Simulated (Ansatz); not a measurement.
# CH3AlOS2: basis-set convergence

The task here is to estimate one member of a computed series from the others.

Method: one geometry, several basis sets; program: Ansatz 0.2.0, Gaussian basis.

Levels to be run: PBE0-D4/def2-SVP; ωB97M-V/def2-SVP; PBE0-D4/def2-QZVPP; ωB97M-V/def2-QZVPP; the functionals' def2-TZVPP values are taken from earlier runs.

### The geometry

All runs share one geometry, relaxed beforehand with PBE0-D4 in a triple-zeta def2 set.

SMILES `[SH][Al]1[O]C[S]1`, 8 atoms, charge 0, spin multiplicity 1.

Atoms are counted from 1 here; the program's logs count them from 0.

Bond lengths: S1–Al2 2.162 Å, S1–H6 1.346 Å, Al2–O3 1.719 Å, Al2–S5 2.149 Å, O3–C4 1.408 Å, C4–S5 1.879 Å, C4–H7 1.092 Å, C4–H8 1.092 Å. Angles: Al2–S1–H6 91.0°, S1–Al2–O3 130.7°, S1–Al2–S5 142.8°, O3–Al2–S5 86.5°, Al2–O3–C4 95.6°, O3–C4–S5 107.7°, O3–C4–H7 111.3°, O3–C4–H8 111.3°, S5–C4–H7 107.9°, S5–C4–H8 107.9°, H7–C4–H8 110.6°, Al2–S5–C4 70.2°.

The first run:

in.yaml

```yaml
crystal:
  periodic: [false, false, false]
  atoms:
    - {symbol: S, position_ang: [1.408618, -2.242504, 1.373756]}
    - {symbol: Al, position_ang: [0.399731, -0.593350, 0.405167]}
    - {symbol: O, position_ang: [-0.323021, -0.480717, -1.150506]}
    - {symbol: C, position_ang: [-0.736549, 0.858047, -1.013479]}
    - {symbol: S, position_ang: [-0.199971, 1.451035, 0.687337]}
    - {symbol: H, position_ang: [1.626343, -1.494150, 2.471538]}
    - {symbol: H, position_ang: [-0.259777, 1.498845, -1.757869]}
    - {symbol: H, position_ang: [-1.823275, 0.945692, -1.071744]}
basis:
  gaussian: {orbitals: def2-SVP}
hamiltonian: {xc: pbe0, dispersion: d4}
output: {orbitals: {seedname: orbitals}}
```

Started as:

```bash
$ ansatz run in.yaml --threads 2 --pin off --events-out ev --progress --plain --max-ram 4352MiB
```

Steps of the session up to this table: PBE0-D4 in def2-SVP; ωB97M-V in def2-SVP; PBE0-D4 in def2-QZVPP; ωB97M-V in def2-QZVPP.

One table of the session follows, with a row left open; its other results are not shown here.

It belongs to the step «Functionals by basis». 

| functional | basis | HOMO (eV) |
| --- | --- | --- |
| PBE0-D4 | def2-SVP | -7.22 |
| PBE0-D4 | def2-TZVPP | ? |
| PBE0-D4 | def2-QZVPP | -7.32 |
| ωB97M-V | def2-SVP | -9.34 |
| ωB97M-V | def2-TZVPP | -9.46 |
| ωB97M-V | def2-QZVPP | -9.50 |

**Question.** Estimate the row for PBE0-D4, def2-TZVPP.

The run gave: HOMO (eV): -7.29. In the column «HOMO (eV)» it lies between PBE0-D4, def2-QZVPP (-7.32) and PBE0-D4, def2-SVP (-7.22).
